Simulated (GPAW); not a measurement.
## Ag in GPAW: the effect of functional

The system is Ag, a slab with vacuum.

```
CELL_PARAMETERS angstrom
2.88938 0.00000 0.00000
0.00000 2.88938 0.00000
0.00000 0.00000 25.21550
ATOMIC_POSITIONS crystal
Ag 0.50000 0.50000 0.29744
Ag 0.00000 0.00000 0.37846
Ag 0.50000 0.50000 0.45949
Ag 0.00000 0.00000 0.54051
Ag 0.50000 0.50000 0.62154
Ag 0.00000 0.00000 0.70256
```

The slab is cut from a database's or a generator's crystal, which needn't be the stable form of the element.

The cell isn't the ideal one: the (1 0 0) slab of Ag, cut from the database cell, not relaxed.

Alike in all runs:

- Program: GPAW 26.7.0
- Task: single point
- Cutoff: 450 eV
- Basis: pw
- k mesh: 9 × 9 × 1
- Occupations: fermi-dirac, width 0.05 eV
- Spin: no spin polarisation

| functional | potentials or basis | largest force (eV/Å) | work function (eV) |
| --- | --- | --- | --- |
| LDA | the program's PAW data sets (release 1.2.1) made for this functional | 0.54 | 4.74 |
| PBEsol | PAW data sets generated in the run's folder for this functional | ? | ? |
| RPBE | the program's PAW data sets (release 1.2.1) made for this functional | 0.30 | 4.10 |
| r2SCAN | GPAW PAW data sets (gpaw-data 1.2.1) | 0.18 | 4.26 |
| vdW-DF-cx | GPAW PAW data sets (gpaw-data 1.2.1) | 0.14 | 4.44 |
| BEEF-vdW | GPAW PAW data sets (gpaw-data 1.2.1) | 0.48 | 4.43 |
| revPBE | the program's PAW data sets (release 1.2.1) made for this functional | 0.25 | 4.13 |
| WC | PAW data sets generated in the run's folder for this functional | 0.26 | 4.42 |

What does the run with functional PBEsol give?

Largest force 0.29 eV/Å; work function 4.44 eV.

Caveats: the PAW data sets were made with another functional, which shifts forces and pressure a little (some runs).

Runs at the PBE level aren't shown here.
